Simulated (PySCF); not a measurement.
# TaS(CH2SiH3)3: geometry, NMR shifts and electronic excitations, part 2 of 2

PySCF 2.14.0. Atoms count from 0.

## (5) NMR shieldings: B3LYP/def2-TZVP+pcSseg-1

Job settings and geometry (Å):

```
{"job": {"kind": "nmr", "xc": "B3LYP", "basis": {"default": "pcSseg-1", "Ta": "def2-TZVP"}, "pop": false}, "charge": 0, "multiplicity": 1}
Ta    -0.011842     0.013469    -0.021226
S      0.229211     0.226598     2.116165
C      1.939922    -0.216148    -0.841148
Si     3.248675     0.898444    -0.067798
H      2.240917    -1.272157    -0.696529
H      1.866148    -0.029165    -1.932149
H      2.697279     2.277626     0.120765
H      3.662378     0.348934     1.254455
H      4.451050     1.017491    -0.953445
C     -0.976495     1.778836    -0.722592
Si    -2.399524     2.381316     0.357207
H     -0.216683     2.582496    -0.781721
H     -1.335889     1.573683    -1.751702
H     -3.263204     1.224790     0.756356
H     -1.866714     3.040599     1.583131
H     -3.270033     3.349773    -0.384661
C     -1.201955    -1.723026    -0.335413
Si    -0.738631    -3.203900     0.736195
H     -2.254467    -1.452689    -0.120084
H     -1.133656    -1.985721    -1.410971
H      0.750376    -3.348720     0.795362
H     -1.270030    -3.018976     2.116282
H     -1.289572    -4.473892     0.161792
```

With the program's defaults for keys left out, this is: GIAO B3LYP/pcSseg-1 Ta:def2-TZVP NMR shielding, scalar relativity only through core potentials, gas phase.

The log of the run:

```text
coarse grid: 87048 points
cycle   1  E = -1446.5342645681  dE = -1.936e+01  |g| = 1.506e+00  |ddm| = 7.539e+00
cycle   2  E = -1444.7432169883  dE =  1.791e+00  |g| = 2.640e+00  |ddm| = 5.797e+00
cycle   3  E = -1447.1172480194  dE = -2.374e+00  |g| = 3.492e-01  |ddm| = 4.858e+00
cycle   4  E = -1447.1156766943  dE =  1.571e-03  |g| = 3.590e-01  |ddm| = 7.391e-01
cycle   5  E = -1447.1548197949  dE = -3.914e-02  |g| = 3.306e-02  |ddm| = 4.198e-01
cycle   6  E = -1447.1551132770  dE = -2.935e-04  |g| = 1.266e-02  |ddm| = 5.657e-02
cycle   7  E = -1447.1551506402  dE = -3.736e-05  |g| = 4.946e-03  |ddm| = 1.504e-02
cycle   8  E = -1447.1551565554  dE = -5.915e-06  |g| = 1.728e-03  |ddm| = 5.335e-03
final grid: 177288 points
cycle   9  E = -1447.1551830604  dE =  4.599e-06  |g| = 4.456e-03  |ddm| = 6.951e-03
cycle  10  E = -1447.1551357499  dE =  4.731e-05  |g| = 1.354e-02  |ddm| = 1.643e-02
cycle  11  E = -1447.1551884087  dE = -5.266e-05  |g| = 9.386e-04  |ddm| = 1.285e-02
cycle  12  E = -1447.1551886649  dE = -2.561e-07  |g| = 1.096e-04  |ddm| = 9.408e-04
cycle  13  E = -1447.1551886679  dE = -3.076e-09  |g| = 1.235e-05  |ddm| = 1.333e-04
cycle  14  E = -1447.1551886680  dE = -4.229e-11  |g| = 4.463e-06  |ddm| = 1.989e-05
converged SCF energy = -1447.1551886680

GIAO shielding tensors (ppm)
atom      isotropic    diamagn.    paramagn.     s11        s22        s33       span
  0 Ta         nan         nan         nan        nan        nan        nan        nan
  1 S     -582.714    1066.265   -1648.979  -1156.504  -1154.568    562.931   1719.434
  2 C      132.258     260.334    -128.076     83.176    130.315    183.282    100.106
  3 Si     409.305     878.905    -469.600    361.831    412.890    453.195     91.364
  4 H       30.249      33.464      -3.215     24.931     30.324     35.492     10.560
  5 H       29.945      33.608      -3.663     25.091     30.956     33.787      8.696
  6 H       27.269      29.779      -2.510     24.964     25.739     31.105      6.141
  7 H       27.002      29.067      -2.065     24.907     25.488     30.610      5.703
  8 H       27.164      27.513      -0.349     23.911     25.362     32.218      8.306
  9 C      132.781     260.282    -127.500     83.384    131.621    183.339     99.955
 10 Si     408.749     878.872    -470.123    361.391    410.900    453.957     92.565
 11 H       30.224      33.331      -3.107     25.062     30.200     35.410     10.348
 12 H       29.948      33.597      -3.649     25.078     30.880     33.886      8.808
 13 H       27.305      29.774      -2.469     25.002     25.794     31.119      6.117
 14 H       26.985      29.032      -2.047     24.894     25.463     30.598      5.704
 15 H       27.150      27.453      -0.303     23.926     25.349     32.174      8.247
 16 C      132.439     260.368    -127.929     81.892    131.992    183.433    101.541
 17 Si     409.215     878.951    -469.736    363.560    410.945    453.139     89.580
 18 H       30.197      33.404      -3.207     24.937     30.161     35.494     10.557
 19 H       29.910      33.655      -3.745     25.086     30.836     33.809      8.723
 20 H       27.301      29.845      -2.544     24.978     25.786     31.140      6.162
 21 H       27.010      29.066      -2.056     24.911     25.485     30.633      5.722
 22 H       27.162      27.525      -0.363     23.943     25.365     32.179      8.236
```

Wall time 87 s (1 thread of Arm Neoverse V1, shared host); peak memory 1.4 GiB.

In short: δ C2 46.7, S1 1068, Si3 -71.2, H6 4.23, H4 1.30 ppm (means over like atoms).

## (6) Run by run: NMR shifts

Shifts (ppm), means over like atoms, with basis size and wall time:

```
                     run    C2    H6    H4    S1    Si3  functions   time
 PBE0/def2-TZVP+pcSseg-1  45.3  4.33  1.33  1044  -69.8        262  2 min
B3LYP/def2-TZVP+pcSseg-1  46.7  4.23  1.30  1068  -71.2        262   87 s
```

## (7) Outcome

What follows sums up all 2 parts.

| quantity | value |
| --- | --- |
| point group | C1 |
| rotational constants (main isotopes) | 0.63, 0.61, 0.40 GHz |
| 13C shifts against TMS (PBE0/def2-TZVP+pcSseg-1, means over atoms taken as alike) | 45.3 ppm |
| 1H shifts against TMS (PBE0/def2-TZVP+pcSseg-1, means over atoms taken as alike) | 4.33, 1.33 ppm |
| 33S shifts against CS2 (PBE0/def2-TZVP+pcSseg-1) | 1044 ppm |
| 29Si shifts against TMS (PBE0/def2-TZVP+pcSseg-1, means over atoms taken as alike) | -69.8 ppm |
| surface potential, 1st and 99th percentile | -0.78 V and 1.79 V |
| lowest singlet (CAM-B3LYP/def2-SVPD) | 4.07 eV (305 nm), f = 0.000 |
| brightest single state of those computed | state 4, 4.75 eV, f = 0.016 |
| lowest triplet | 3.63 eV |
| range of the shift of S1 | 1044 to 1068 ppm |

**Reading.** The start was shaken at random, so part of the energy gained undoes that. Relaxing lowered the energy by 1.182 eV in 32 steps; the close pair that moved most is Ta0–C9, from 2.343 to 2.130 Å. At PBE0/def2-TZVP+pcSseg-1: The largest span, 1709 ppm, is at S1, where the paramagnetic term is -1613 ppm. At PBE0/def2-TZVP+pcSseg-1, counted by nearest atom on the grid, the HOMO lies on S1 62 %; Ta0 11 %, the LUMO on Ta0 59 %; S1 12 %. The lowest singlet, at 4.07 eV, is HOMO→LUMO 0.48, HOMO−1→LUMO+1 0.44 and is dark; of the 10 states computed, the strongest absorption comes from state 4 at 4.75 eV. The lowest triplet lies 0.44 eV below the lowest singlet (triplets in Tamm-Dancoff, singlets in full TDDFT). Spin-orbit coupling, left out, mixes singlets and triplets in elements this heavy. In ppm, S1 moves most: its shift spreads over 25 ppm, from 1044 (PBE0/def2-TZVP+pcSseg-1) to 1068 (B3LYP/def2-TZVP+pcSseg-1). Spin-orbit coupling is left out, which matters for shieldings and couplings at and beside the heavy atoms.
